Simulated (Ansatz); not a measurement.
# AlH2OSeSi: the cost of one run

Method: RHF/def2-SVP, in Ansatz 0.2.0.

1 further run of the same task is left out (it didn't finish).

**1. The starting structure**

Bond lengths: Si1–Al2 2.454 Å, Al2–O3 1.649 Å, Al2–Se4 2.257 Å, O3–Se4 2.051 Å, Si1–H5 1.486 Å, Si1–H6 1.484 Å. Angles: Si1–Al2–O3 127.5°, Si1–Al2–Se4 171.2°, O3–Al2–Se4 61.0°, Al2–Si1–H5 118.7°, Al2–Si1–H6 135.3°, H5–Si1–H6 105.7°, Al2–O3–Se4 74.3°, Al2–Se4–O3 44.7°.

As a file:

```xyz
6

Si   -0.8999    1.1689   -0.1842
Al    0.4081   -0.8182    0.4187
O     1.5438   -1.5877   -0.4955
Se    1.5066   -2.5824    1.2978
H    -0.9256    1.6023   -1.6053
H    -1.6331    2.2170    0.5685
```

**2. Relaxing end A**

The input, input.yaml:

```yaml
crystal:
  periodic: [false, false, false]
  atoms:
    - { symbol: Si, position_ang: [-0.89986, 1.16888, -0.18415] }
    - { symbol: Al, position_ang: [0.40809, -0.81818, 0.41867] }
    - { symbol: O, position_ang: [1.54382, -1.58765, -0.49552] }
    - { symbol: Se, position_ang: [1.50661, -2.58241, 1.29785] }
    - { symbol: H, position_ang: [-0.92559, 1.60233, -1.6053] }
    - { symbol: H, position_ang: [-1.63307, 2.21702, 0.56845] }
total_charge: 1
basis:
  gaussian: { orbitals: def2-SVP }
hamiltonian:
  xc: hf
relax:
  f_tol: 0.02
  max_steps: 50
output:
  orbitals: {}
```

On the command line:

```sh
$ ansatz run input.yaml --threads 1 --pin off --max-ram 2048MiB --backend cpu --events-out ev --progress --plain --runs-dir out
```

What time and memory should one allow on 1 thread of Arm Neoverse V2, shared host?

About 41 s, with a peak of 0.22 GiB.
